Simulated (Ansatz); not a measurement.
# ZnBi3 in Ansatz: the effect of target pressure

The system is ZnBi3.

```
CELL_PARAMETERS angstrom
4.87316 0.00000 0.00000
0.00000 4.87316 0.00000
0.00000 0.00000 4.87316
ATOMIC_POSITIONS crystal
Bi 0.50000 0.50000 0.00000
Bi 0.50000 0.00000 0.50000
Bi 0.00000 0.50000 0.50000
Zn 0.00000 0.00000 0.00000
```

The cell comes from a database or a generator and needn't be the stable form of this composition.

Alike in all runs:

```yaml
Program: Ansatz 0.2.0
Task: relaxation of cell and atoms
Functional: PBE
Potentials_or_basis: Ansatz PAW
Cutoff: "420 eV (not typed: the program's choice for these potentials)"
k_mesh: 6 × 6 × 6
Occupations: fermi-dirac, width 0.05 eV
Spin: no spin polarisation
```

Each run relaxes the cell or the atoms first.

| target pressure | relaxed volume (Å³/atom) |
| --- | --- |
| 0 GPa | 28.93 |
| 2 GPa | ? |
| 5 GPa | 26.62 |
| 10 GPa | 25.04 |
| 20 GPa | 22.88 |
| 30 GPa | 21.42 |

Problem. What does the run with target pressure 2 GPa give?

Solution. Relaxed volume 27.85 Å³/atom.

Worked out: In Murnaghan's law V^(-B') rises as a straight line in P. The other rows fit best with B' = 4.1, V0 = 28.93 Å³/atom and B0 = 51 GPa, which gives 27.89 Å³/atom at 2 GPa, against the run's 27.85.

Caveats: the plane-wave basis is chosen anew once the cell has moved, so the energies of steps on either side of that aren't comparable; the volume moved by over 15 % at a fixed basis, so the end points are rough (some runs).
